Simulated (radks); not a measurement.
# Te⁴⁰⁺ in [Ne] 3s2: an all-electron calculation

The task here is to estimate one member of a computed series from the others.

Program: radks (a radial shooting solver on a logarithmic mesh, Libxc functionals) version 1. Level of theory: scalar-relativistic Kohn-Sham, r2SCAN, spin-unpolarised, spherical densities, finite nucleus. These are calculated values, not measurements, unless marked.

## What is computed

- element: tellurium (Z = 52)
- charge: +40
- electrons: 12
- configuration: [Ne] 3s2
- nuclear rms radius: 4.7423 fm

Outer shells as boxes (Hund's rule):

Te⁴⁰⁺
```
[Ne] core
3s [↑↓]
```

Set-up of the first run:

Settings of this run:

```text
Z 52
configuration [Ne] 3s2 3p0 4s0
relativity scalar-relativistic
functional r2scan,r2scan
spin unpolarised
nucleus finite rms 4.7423 fm
c 137.035999084
```

One table of the session follows, with a row left open; its other results are not shown here.

It belongs to the step «Shells». From the orbitals of this run (lengths in bohr):

```
level      <r>  outermost maximum (interpolated)  90 % within  nodes
   1s  0.02780                            0.0179       0.0500      0
   2s   0.1177                             0.100        0.181      1
   2p   0.1026                            0.0804        0.166      0
   3s        ?                                 ?            ?      ?
   3p   0.2750                             0.259        0.406      1
   4s   0.5200                             0.527        0.734      3
```

Q: Estimate the row for 3s from the others.

The run gave: <r>: 0.2842; outermost maximum (interpolated): 0.270; 90 % within: 0.411; nodes: 2. In the column «<r>» it lies between 3p (0.2750) and 4s (0.5200).
